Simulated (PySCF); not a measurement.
# C2H6Gd (Gd(CH3)2+): the cost of one run

Method: PBE0, Gd lcecp-1-SVP with ECP53, C def2-SVP, H def2-SVP; scalar-relativistic core potentials, no spin–orbit coupling; program: PySCF 2.14.0.

1 further run of the same task is left out (for a known fault of the program).

### Step 1. Starting geometry

9 atoms, charge 1, spin multiplicity 1.

Bond lengths: Gd1–C2 2.463 Å, Gd1–C6 2.463 Å, C2–H3 1.090 Å, C2–H4 1.090 Å, C2–H5 1.090 Å, C6–H7 1.090 Å, C6–H8 1.090 Å, C6–H9 1.090 Å. Angles: C2–Gd1–C6 131.8°, Gd1–C2–H3 109.5°, Gd1–C2–H4 109.5°, Gd1–C2–H5 109.5°, H3–C2–H4 109.5°, H3–C2–H5 109.5°, H4–C2–H5 109.5°, Gd1–C6–H7 109.5°, Gd1–C6–H8 109.5°, Gd1–C6–H9 109.5°, H7–C6–H8 109.5°, H7–C6–H9 109.5°, H8–C6–H9 109.5°.

Coordinates:

```xyz
9
C2H6Gd
Gd    0.0000    0.0000    0.0000
C     2.2480    0.0000    1.0061
H     2.9994    0.0000    0.2164
H     2.3697    0.8900    1.6235
H     2.3697   -0.8900    1.6235
C    -2.2480    0.0000    1.0061
H    -2.9994    0.0000    0.2164
H    -2.3697   -0.8900    1.6235
H    -2.3697    0.8900    1.6235
```

Formal oxidation states: Gd +3. Each metal's 7 4f electrons lie in its core potential, so multiplicities, spins and levels count the valence alone.

### Step 2. SCF at the start, singlet

Input file run.py (the lines that set the calculation):

```python
mol = gto.M(atom='''
Gd     0.00000     0.00000     0.00000
C      2.24800     0.00000     1.00610
H      2.99940     0.00000     0.21640
H      2.36970     0.89000     1.62350
H      2.36970    -0.89000     1.62350
C     -2.24800     0.00000     1.00610
H     -2.99940     0.00000     0.21640
H     -2.36970    -0.89000     1.62350
H     -2.36970     0.89000     1.62350''',
    basis={'Gd': 'lcecp-1-SVP', 'C': 'def2-SVP', 'H': 'def2-SVP'},
    ecp={'Gd': 'lcecp-1-SVP'},
    charge=1, spin=0)
mf = dft.RKS(mol, xc='PBE0')
mf.grids.atom_grid = (50, 194)  # f atoms: unpruned, at least (60, 302)
mf = mf.density_fit()  # fitting sets: Gd AutoAux, C def2-universal-JKFIT, H def2-universal-JKFIT
mf.conv_tol = 1e-08; mf.max_cycle = 55
mf.kernel(dm0)  # dm0: free metal ions and neutral atoms
```

Launch:

```bash
$ OMP_NUM_THREADS=2 python run.py
```

Q: Estimate wall time and peak memory on 2 threads of Intel Xeon 6975P-C (Granite Rapids), shared host.

About 2.3 s, with a peak of 0.57 GiB.
